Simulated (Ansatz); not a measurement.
# ZrTi2: how the settings move a single-point run

Aim: see which settings change the result for ZrTi2, by how much, and at what cost.

Computed with Ansatz 0.2.0 (reference: DFT, PBEsol, norm-conserving pseudopotentials, Ansatz's default files, scalar-relativistic, unless a step's input says otherwise).

**1. The structure to begin with**

Symmetry: P6/mmm, No. 191, hexagonal system. The conventional cell has a = 4.724 Å, b = 4.724 Å, c = 3.003 Å, α = 90.00°, β = 90.00°, γ = 120.00°. Zr (site symmetry 6/mmm) has 2 Zr at 3.00 Å and 12 Ti at 3.11 Å as nearest neighbours. Ti (site symmetry -6m2) is surrounded by 5 Ti at 2.73 to 3.00 Å and 6 Zr at 3.11 Å.

Structure file:

```xyz
3
Lattice="4.7244 0.0000 0.0000 -2.3622 4.0915 0.0000 0.0000 0.0000 3.0034" Properties=species:S:1:pos:R:3 pbc="T T T"
Zr    0.0000    0.0000    0.0000
Ti    2.3622    1.3638    1.5017
Ti    0.0000    2.7276    1.5017
```

**2. Baseline**

input.yaml

```yaml
crystal:
  lattice:
    - [4.7244142807, 0.0, 0.0]
    - [-2.3622071403, 4.0914627851, 0.0]
    - [0.0, 0.0, 3.00344532]
  atoms:
    - { symbol: Zr, position: [0.0, 0.0, 0.0] }
    - { symbol: Ti, position: [0.6666666667, 0.3333333333, 0.5] }
    - { symbol: Ti, position: [0.3333333333, 0.6666666667, 0.5] }
kpoints:
  mp_grid: { grid: [7, 7, 10] }
scf:
  occupations: { method: fermi_dirac, width: 0.05 }
hamiltonian:
  xc: pbesol
  pseudopotentials: { kind: nc }
output:
  forces: true
  stress: true
  eigenvalues: true
  populations: true
```

Started as:

```console
ansatz run input.yaml --threads 1 --pin off --max-ram 3072MiB --backend cpu --events-out ev --progress --plain --runs-dir out
```

**3. Changing settings: xc r2scan, pseudopotentials.kind paw_fr, noncollinear true, spin_orbit true**

input.yaml, as its differences from that of step 2:

```diff
@@ -14,4 +14,4 @@
 hamiltonian:
-  xc: pbesol
-  pseudopotentials: { kind: nc }
+  xc: r2scan
+  pseudopotentials: { kind: paw_fr }
 output:
@@ -21 +21,4 @@
   populations: true
+magnetization:
+  noncollinear: true
+  spin_orbit: true
```

**4. Variant: eigensolver.kind davidson**

input.yaml, as its differences from that of step 2:

```diff
@@ -13,2 +13,3 @@
   occupations: { method: fermi_dirac, width: 0.05 }
+  eigensolver: { kind: davidson }
 hamiltonian:
```

Before running it: what results should come out? Wanted: for each run, ending; energy change; pressure; gap; force.

**Answer**, as computed:

```csv
run,ending,energy change,pressure (GPa),gap (eV),force (eV/Å),cycles,time
reference,converged,0,-3.8,0.00,0.00,8,14 s
"1: xc r2scan, pseudopotentials.kind paw_fr, noncollinear true, spin_orbit true",converged,not comparable,-0.1,0.00,0.00,9,73 s
2: eigensolver.kind davidson,converged,0.0 meV/atom,-3.8,0.00,0.00,9,20 s
```

Residual by cycle in the longest SCF loop of each run; runs are numbered as in the table. The quantity is the density residual dr2, in eV.

```csv
cycle,reference,run 1,run 2
1,4.1,5.34,4.06
2,0.89,0.679,0.677
3,0.866,0.45,0.706
4,0.0093,0.0476,0.0415
5,0.0022,0.00312,0.0109
6,7.7e-5,0.00152,2.8e-4
7,4.2e-7,4.5e-5,1.9e-5
8,2.3e-8,2.2e-7,1.6e-6
9,-,6.2e-9,1.3e-9
```

What this shows: «eigensolver.kind davidson» leaves the energy as it was. The pressure spans -3.8 to -0.1 GPa over the reference and the converged variants. Of the variants the dearest is «xc r2scan, pseudopotentials.kind paw_fr, noncollinear true, spin_orbit true» (73 s), the cheapest «eigensolver.kind davidson» (20 s), on a shared host.
